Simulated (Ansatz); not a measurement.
# PF3 (phosphorus trifluoride): HF/STO-3G

Aim: the electronic atomisation energy of PF3 (phosphorus trifluoride) at HF/STO-3G, from 3 runs. 

Program for the calculation: Ansatz 0.2.0.

38 further runs of the same task are left out: 6 that didn't finish, 32 set aside as unsound or not needed.

### 1 The structure to begin with

PF3 has 4 atoms, charge 0, and is taken as a singlet. SMILES: `FP(F)F`. The coordinates come from a PBE0-D4/def2-TZVP relaxation.

Bond lengths: F1–P2 1.572 Å, P2–F3 1.572 Å, P2–F4 1.572 Å. Angles: F1–P2–F3 97.6°, F1–P2–F4 97.6°, F3–P2–F4 97.6°.

### 2 A single-point energy at HF/STO-3G

Input file input.yaml:

```yaml
crystal:
  periodic: [false, false, false]
  atoms:
    - symbol: F
      position_ang: [0.834400, -0.663200, 0.874500]
    - symbol: P
      position_ang: [-0.297500, 0.314600, 0.392300]
    - symbol: F
      position_ang: [-1.061900, -0.696500, -0.536900]
    - symbol: F
      position_ang: [0.525000, 1.045200, -0.730000]
basis:
  gaussian: {orbitals: STO-3G}
output: {orbitals: {seedname: orbitals}}
accuracy: high
hamiltonian: {xc: hf}
```

Command:

```console
$ ansatz run input.yaml --threads 1 --pin off --max-ram 3480MiB --events-out events.jsonl --progress --plain --runs-dir runs
```

What it wrote:

```text
Warning: RAYON_NUM_THREADS=1 ignored (pool sized by the plan → 1); use --threads N
Functional definition: HF
  name "HF"
  exchange = exact_x
  correlation = 0
463 factors; integrals over basis functions are off by at most 2.4e-8 eV
mean field evaluation 1: about -17167.7711 eV, gradient 2.6e1 eV
mean field evaluation 2: about -17167.8814 eV, gradient 2.6e1 eV
mean field evaluation 4: about -17170.9294 eV, gradient 1.6e0 eV
mean field evaluation 8: about -17170.9484 eV, gradient 3.4e-6 eV
mean field -17170.94838151 eV, -631.0207141338 hartree, gradient 6.5e-9 eV, S^2 0.000000; 0 other end points of the search recorded, 0 dependent functions left out
reference -17170.94838151 eV, -631.0207141338 hartree; 21, 21 occupied and 3, 3 virtual orbitals, 463 factors
Total energy: -17170.94838151 eV, -631.0207141338 hartree
```

It took 0.14 s on 1 thread of Arm Neoverse V1, shared host.

### 3 The F atom at the same level

Input file molecule.yaml:

```yaml
crystal:
  periodic: [false, false, false]
  atoms:
    - {symbol: F, position_ang: [0.000000, 0.000000, 0.000000]}
basis:
  gaussian: {orbitals: STO-3G}
magnetization: {spin_polarized: true, initial_magnetization: 1}
hamiltonian: {xc: hf}
accuracy: high
```

Command:

```console
$ ansatz run molecule.yaml --threads 1 --pin off --max-ram 3480MiB --events-out events.jsonl --progress --plain --runs-dir runs
```

What it wrote:

```text
Warning: RAYON_NUM_THREADS=1 ignored (pool sized by the plan → 1); use --threads N
Functional definition: HF
  name "HF"
  exchange = exact_x
  correlation = 0
15 factors; integrals over basis functions are off by at most 1.2e-9 eV
mean field evaluation 1: about -2666.3486 eV, gradient 1.5e-14 eV
mean field evaluation 2: about -2666.3486 eV, gradient 0.0e0 eV
mean field -2666.34863534 eV, -97.9865050328 hartree, gradient 0.0e0 eV, S^2 0.750000; 2 other end points of the search recorded, 0 dependent functions left out
reference -2666.34863534 eV, -97.9865050328 hartree; 5, 4 occupied and 0, 1 virtual orbitals, 15 factors
Total energy: -2666.34863534 eV, -97.9865050328 hartree
```

It took 0.04 s on 1 thread of Arm Neoverse V1, shared host.

### 4 The P atom

Input file in.yaml:

```yaml
basis:
  gaussian:
    orbitals: STO-3G
crystal:
  periodic: [false, false, false]
  atoms:
    - {symbol: P, position_ang: [0.000000, 0.000000, 0.000000]}
magnetization:
  spin_polarized: true
  initial_magnetization: 3
hamiltonian:
  xc: hf
accuracy: high
```

Run the same way, it converges to -336.86877 Eh (log not shown).

### 5 Summary of results

At HF/STO-3G:

```
                     quantity          value
       molecule: total energy  -631.02071 Eh
        molecule: HOMO energy       -8.34 eV
        molecule: LUMO energy       11.85 eV
      molecule: HOMO–LUMO gap       20.19 eV
         F atom: total energy   -97.98651 Eh
                 F atom: ⟨S²⟩          0.750
         P atom: total energy  -336.86877 Eh
                 P atom: ⟨S²⟩          3.750
electronic atomisation energy       5.236 eV
```

What this shows: Taking the molecule apart into free atoms costs 5.24 eV (121 kcal/mol), before zero-point energy and without spin-orbit coupling. Hartree–Fock lacks the correlation of the bonding pairs, which as a rule makes this value much too low; in minimal bases other errors can mask that. In a minimal basis such a difference can be off by several eV, whatever the method.
